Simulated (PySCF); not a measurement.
# The bond of BeN+, level by level

Aim: find the lowest electronic state of BeN+, scan its bond at several levels of theory, and get bond length, wavenumber and dissociation energy from each curve.

Program: PySCF 2.14.0. Level of theory: Be x2c-SVPall, N x2c-SVPall, spin-free X2C with a Gaussian nucleus. These are calculated values, not measurements.

## Step 1: Input

Settings of the job:

| Quantity | Value |
| --- | --- |
| atoms | Be, N |
| charge | 1 |
| basis | Be x2c-SVPall, N x2c-SVPall |
| Hamiltonian | spin-free X2C with a Gaussian nucleus |
| basis functions | 23 |
| electrons treated | 10 |
| masses in u | 9.0122, 14.0031 |
| levels | PBE0, PBE, r²SCAN, TPSSh, revPBE, BLYP, HF, MP2, SCS-MP2, CCSD, CCSD(T) |
| grid | 80 radial by 434 angular points |
| occupations | held fixed by the projection of orbital angular momentum |
| dissociation limit | Be+ + N, each in its ground configuration |
| starting distance in angstrom | 1.715 |
| values of 2S to try | 0, 2, 4 |

Started as:

```
$ OMP_NUM_THREADS=1 python dia.py task.json out
```

The runs that follow: PBE0 along the bond; Excited determinants; PBE; r²SCAN (meta-GGA); TPSSh; revPBE (GGA); BLYP (GGA); UHF; Adding correlation.

**Question.** What will these runs give? Wanted: for each run, Re; ωe; De; μ.

As calculated:

Lowest PBE0 solution found, without spin–orbit coupling: ³Σ⁻ (triplet), unpaired electrons π ↑↑. State 2 has its PBE0 minimum 0.53 eV higher, as a spin-mixed determinant (⟨S²⟩ = 1.00), so this is no gap between pure states. State 3 has its PBE0 minimum 1.01 eV higher. The other levels ran on the lowest alone.

```csv
level,Re (Å),ωe (cm⁻¹),De (eV),μ (D)
UHF-CCSD,1.664,708,1.22,n/a
PBE,1.632,861,2.29,-6.86
revPBE,1.641,841,2.15,-6.87
BLYP,1.630,863,2.37,-6.74
r²SCAN,1.626,800,1.80,-7.35
TPSSh,1.617,904,2.10,-7.29
PBE0,1.611,895,1.90,-7.39
```

De is counted to Be+ + N in their ground configurations. A positive dipole points from Be to N; in an ion it is taken about the centre of mass and does not tell which atom is negative. No constants: UHF (no minimum is bracketed among the points kept); UHF-MP2 (the points don't follow one smooth fit); UHF-SCS-MP2 (the points don't follow one smooth fit); UHF-CCSD(T) (the points don't follow one smooth fit).

Bond lengths run from 1.611 Å (PBE0) to 1.664 Å (UHF-CCSD). Of the levels with a De here, UHF-CCSD gives the least (1.22 eV) and BLYP the most (2.37 eV).

Correlated steps freeze 1 core orbital. T1 is 0.142 near the minimum (highest on the curve 0.142), which may point to more than one leading configuration.
